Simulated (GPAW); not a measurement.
Crystal: BaZrO3.

```
Ba Zr O
1.0
     4.19134    0.00000    0.00000
     0.00000    4.19134    0.00000
     0.00000    0.00000    4.19134
Ba Zr O
1 1 3
Direct
  0.00000 0.00000 0.00000
  0.50000 0.50000 0.50000
  0.50000 0.50000 0.00000
  0.50000 0.00000 0.50000
  0.00000 0.50000 0.50000
```

Base run:

| Item | Value |
| --- | --- |
| Program | GPAW 26.7.0 |
| Functional | PBEsol |
| Potentials or basis | PAW data sets generated in the run's folder for this functional |
| Cutoff | 800 eV |
| Basis | pw |
| k mesh | 6 × 6 × 6 |
| Occupations | fermi-dirac, width 0.05 eV |
| Spin | no spin polarisation |
| Hubbard terms | Zr d U = 3 eV |

Its results: band gap on the k mesh 3.70 eV, indirect (least direct gap 3.98 eV); pressure 1.2 GPa.

Problem. After a change of settings the same cell gave: band gap on the k mesh 3.31 eV, indirect (least direct gap 3.54 eV); pressure -0.7 GPa. Which change was it?
A. hubbard terms from Zr d U = 3 eV to Zr d U = 1 eV
B. hubbard terms from Zr d U = 3 eV to none
C. hubbard terms from Zr d U = 3 eV to Zr d U = 2 eV

Solution. A.

Caveats: spin-orbit coupling is left out, which moves the levels of the heavy elements.
